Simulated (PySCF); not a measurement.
# C2H7ClGeO: the cost of one run

Computed with PySCF 2.14.0, with density-fitted response routines of our own, on a single molecule, in the gas phase or a continuum. Atoms count from 0, in the outputs and in this text.

## 1. The molecule as given

12 atoms, charge 0, multiplicity 1; geometry from: GFN2-xTB. The atoms were then displaced at random by about 0.01 Å, so the start is not that level's minimum.

Bonds of the start (Å): C0–O1 1.38, O1–Ge2 1.73, Ge2–C3 2.04, C3–Cl4 1.77, C0–H5 1.10, C0–H6 1.10, C0–H7 1.09, Ge2–H8 1.49, Ge2–H9 1.50, C3–H10 1.09, C3–H11 1.06.

## 2. Geometry optimisation at PBE0-D3(BJ)/def2-SVP

The job: settings as JSON, then the geometry in Å.

```
{"job": {"xc": "PBE0", "basis": "def2-SVP", "d3": "d3bj", "grid": 1, "shake": 0.01, "kind": "geom"}, "charge": 0, "multiplicity": 1}
C     -1.863260     0.474880     0.013080
O     -1.146630    -0.681070     0.248600
Ge     0.435220    -1.061990    -0.351950
C      1.792130     0.375640     0.143820
Cl     1.708860     0.530180     1.905280
H     -1.385060     1.386080     0.414250
H     -2.047620     0.653590    -1.058720
H     -2.829160     0.383960     0.505310
H      0.420890    -1.216920    -1.835030
H      0.673520    -2.341140     0.400640
H      1.494860     1.339060    -0.271010
H      2.785940     0.129460    -0.123300
```

Started as:

```console
OMP_NUM_THREADS=1 python probes_run.py task.json out
```

This one command runs all jobs of the session in turn.

**Question.** How long does this first job take on 1 thread of AMD EPYC 9R14, shared host, and how much memory does it need?

About 45 s, with a peak of 0.55 GiB.
